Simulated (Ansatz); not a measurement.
# H₄OSiTe: two torsions

A grid of calculations on H4OSiTe, SMILES [SiH3]O[TeH], to see where the energy is lowest and how it rises around there.

Method: RKS PBE0-D4/def2-TZVP; program: Ansatz 0.2.0.

### Step 1. The system as given

SMILES `[SiH3]O[TeH]`, 7 atoms, charge 0, spin multiplicity 1.

Atoms are counted from 1 here; the program's logs count them from 0.

Bond lengths: Si1–O2 1.694 Å, Si1–H4 1.502 Å, Si1–H5 1.507 Å, Si1–H6 1.508 Å, O2–Te3 2.033 Å, Te3–H7 1.693 Å. Angles: O2–Si1–H4 105.2°, O2–Si1–H5 112.1°, O2–Si1–H6 111.4°, H4–Si1–H5 109.9°, H4–Si1–H6 109.7°, H5–Si1–H6 108.5°, Si1–O2–Te3 118.4°, O2–Te3–H7 95.2°.

Coordinates:

```mol
H4OSiTe
  3D, bonds by distance, orders not assigned

  7  6  0  0  0  0  0  0  0  0999 V2000
   -0.8112    0.4279   -0.2961 Si  0  0
    0.0373   -1.0371   -0.3611 O   0  0
    2.0531   -0.9988   -0.1005 Te  0  0
   -2.2417    0.0678   -0.5803 H   0  0
   -0.3167    1.4159   -1.3204 H   0  0
   -0.7095    1.0633    1.0682 H   0  0
    1.9887   -0.9390    1.5902 H   0  0
  1  2  8  0
  1  4  8  0
  1  5  8  0
  1  6  8  0
  2  3  8  0
  3  7  8  0
M  END
```

This geometry comes from a loose relaxation at PBE in a small basis, which is not shown.

### Step 3. Plan of the scan

- dihedral Si1–O2–Te3–H7: 15 values from −180 to 156 °, periodic
- dihedral H4–Si1–O2–Te3: 17 values from 88.0 to 268.0 °

Nothing else is relaxed (all other coordinates rigid). Energies count from the relaxed molecule at the same level. Points are written as (first, second).

(The set-up runs are not shown.)

### Step 4. Grid point (−132°, 144.2°)

The input, input.yaml:

```yaml
crystal:
  periodic: [false, false, false]
  atoms:
    - { symbol: Si, position_ang: [-0.801983, 0.423491, -0.291535] }
    - { symbol: O, position_ang: [0.069987, -0.980435, -0.346035] }
    - { symbol: Te, position_ang: [1.894514, -1.02617, -1.063389] }
    - { symbol: H, position_ang: [-2.21094, 0.04687, -0.564328] }
    - { symbol: H, position_ang: [-0.321958, 1.391119, -1.313732] }
    - { symbol: H, position_ang: [-0.694024, 1.058661, 1.049799] }
    - { symbol: H, position_ang: [1.628938, -2.35381, -2.032755] }
basis:
  gaussian: { orbitals: def2-TZVP }
hamiltonian:
  xc: pbe0
  dispersion: d4
output:
  forces: true
```

Started as:

```sh
$ ansatz run input.yaml --threads 1 --pin off --max-ram 2560MiB --backend cpu --events-out ev --progress --plain --runs-dir out
```

Further runs follow: the other points that were computed.

Before running it: what results should come out? Wanted: lowest point; highest computed point; largest force on an atom.

**Answer**, as computed:

| quantity | value |
| --- | --- |
| lowest point | (84°, 178.0°), 0 meV |
| highest computed point | (−180°, 256.8°), 132 meV above the lowest |
| largest force on an atom (eV/Å) | 0.01 at (84°, 178.0°) to 0.43 at (12°, 99.2°); 0.01 at the lowest point |
| time for the whole task | 40 min on 1 thread, shared host |

**Reading.** The lowest computed point is at (84°, 178.0°), 0 meV from the relaxed molecule at the same level; the map holds 2 wells of about this depth. The grid shows no well of another kind. The highest computed point, (−180°, 256.8°), lies 132 meV above the lowest. On the interpolated surface the easiest way out of the lowest well to the well at (−84°, 178.0°) passes a barrier of about 67 meV. Round the minimum the valley is somewhat tilted: raising dihedral Si1–O2–Te3–H7 shifts the best value of dihedral H4–Si1–O2–Te3 downwards (coupling k₁₂/√(k₁₁k₂₂) about 0.1).
